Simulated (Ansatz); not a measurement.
# C3H11SbSi: basis-set convergence

One table from this session's results is given with a row withheld; the runs are named, their logs left out.

The runs use Ansatz 0.2.0, Gaussian basis; one geometry, several basis sets.

Plan: PBE0-D4/def2-SVP; ωB97M-V/def2-SVP; PBE0-D4/def2-QZVPP; ωB97M-V/def2-QZVPP; the functionals' def2-TZVPP values are taken from earlier runs.

1 further run of the same task is left out (for a known fault of the program). Runs told in other sessions of the task aren't counted.

## The relaxed structure

The geometry comes from an earlier relaxation with PBE0-D4 in a triple-zeta def2 set; it is a stationary point, not always the lowest conformer. Sb takes the def2 core potential; no spin-orbit term is included.

SMILES `C[CH2][Sb]([CH3])[SiH3]`, 16 atoms, charge 0, spin multiplicity 1.

Atoms are counted from 1 here; the program's logs count them from 0.

Bond lengths: C1–C2 1.518 Å, C1–H6 1.094 Å, C1–H7 1.093 Å, C1–H8 1.093 Å, C2–Sb3 2.178 Å, C2–H9 1.092 Å, C2–H10 1.093 Å, Sb3–C4 2.166 Å, Sb3–Si5 2.569 Å, C4–H11 1.090 Å, C4–H12 1.090 Å, C4–H13 1.090 Å, Si5–H14 1.492 Å, Si5–H15 1.489 Å, Si5–H16 1.489 Å. Angles: C2–C1–H6 111.3°, C2–C1–H7 111.7°, C2–C1–H8 111.7°, H6–C1–H7 107.3°, H6–C1–H8 107.4°, H7–C1–H8 107.3°, C1–C2–Sb3 112.9°, C1–C2–H9 111.6°, C1–C2–H10 111.1°, Sb3–C2–H9 107.6°, Sb3–C2–H10 105.8°, H9–C2–H10 107.5°, C2–Sb3–C4 95.0°, C2–Sb3–Si5 93.2°, C4–Sb3–Si5 93.0°, Sb3–C4–H11 109.5°, Sb3–C4–H12 108.6°, Sb3–C4–H13 110.7° and more.

As a file:

```
C     0.6515    1.1620   -1.9669
C     0.7235   -0.1311   -1.1755
Sb   -1.1713   -0.6601   -0.2416
C    -0.3304   -2.1934    1.0371
Si   -0.9535    1.1537    1.5653
H     1.6047    1.3810   -2.4576
H     0.4124    2.0153   -1.3264
H    -0.1136    1.1164   -2.7465
H     1.4766   -0.0782   -0.3863
H     0.9827   -0.9736   -1.8219
H    -1.0507   -2.4569    1.8116
H    -0.1250   -3.0771    0.4323
H     0.5929   -1.8460    1.5005
H     0.4371    1.1864    2.1043
H    -1.8860    0.8761    2.6925
H    -1.2739    2.5030    1.0234
```

Set-up of the first run:

The input, in.yaml:

```yaml
crystal:
  periodic: [false, false, false]
  atoms:
    - {symbol: C, position_ang: [0.651538, 1.162002, -1.966936]}
    - {symbol: C, position_ang: [0.723521, -0.131117, -1.175543]}
    - {symbol: Sb, position_ang: [-1.171289, -0.660080, -0.241599]}
    - {symbol: C, position_ang: [-0.330417, -2.193445, 1.037148]}
    - {symbol: Si, position_ang: [-0.953469, 1.153706, 1.565273]}
    - {symbol: H, position_ang: [1.604712, 1.380975, -2.457596]}
    - {symbol: H, position_ang: [0.412424, 2.015258, -1.326446]}
    - {symbol: H, position_ang: [-0.113622, 1.116364, -2.746465]}
    - {symbol: H, position_ang: [1.476565, -0.078236, -0.386300]}
    - {symbol: H, position_ang: [0.982723, -0.973559, -1.821879]}
    - {symbol: H, position_ang: [-1.050741, -2.456867, 1.811642]}
    - {symbol: H, position_ang: [-0.124953, -3.077084, 0.432324]}
    - {symbol: H, position_ang: [0.592914, -1.846029, 1.500467]}
    - {symbol: H, position_ang: [0.437109, 1.186390, 2.104346]}
    - {symbol: H, position_ang: [-1.886009, 0.876111, 2.692475]}
    - {symbol: H, position_ang: [-1.273907, 2.503009, 1.023388]}
basis:
  gaussian: {orbitals: def2-SVP}
hamiltonian: {xc: pbe0, dispersion: d4}
output: {orbitals: {seedname: orbitals}}
```

Run with:

```console
$ ansatz run in.yaml --threads 4 --pin off --events-out ev --progress --plain --max-ram 11315MiB
```

Steps of the session up to this table: PBE0-D4 in def2-SVP; ωB97M-V in def2-SVP; PBE0-D4 in def2-QZVPP; ωB97M-V in def2-QZVPP.

One of the session's tables, all rows but one given; the rest of the session is left out.

It belongs to the step «Functionals by basis». 

| functional | basis | HOMO (eV) | LUMO (eV) |
| --- | --- | --- | --- |
| PBE0-D4 | def2-SVP | -6.45 | 0.04 |
| PBE0-D4 | def2-TZVPP | -6.50 | -0.24 |
| PBE0-D4 | def2-QZVPP | -6.51 | -0.33 |
| ωB97M-V | def2-SVP | -8.45 | 1.79 |
| ωB97M-V | def2-TZVPP | -8.52 | 1.27 |
| ωB97M-V | def2-QZVPP | ? | ? |

Q: Estimate the row for ωB97M-V, def2-QZVPP from the others.

The run gave: HOMO (eV): -8.52; LUMO (eV): 1.00.
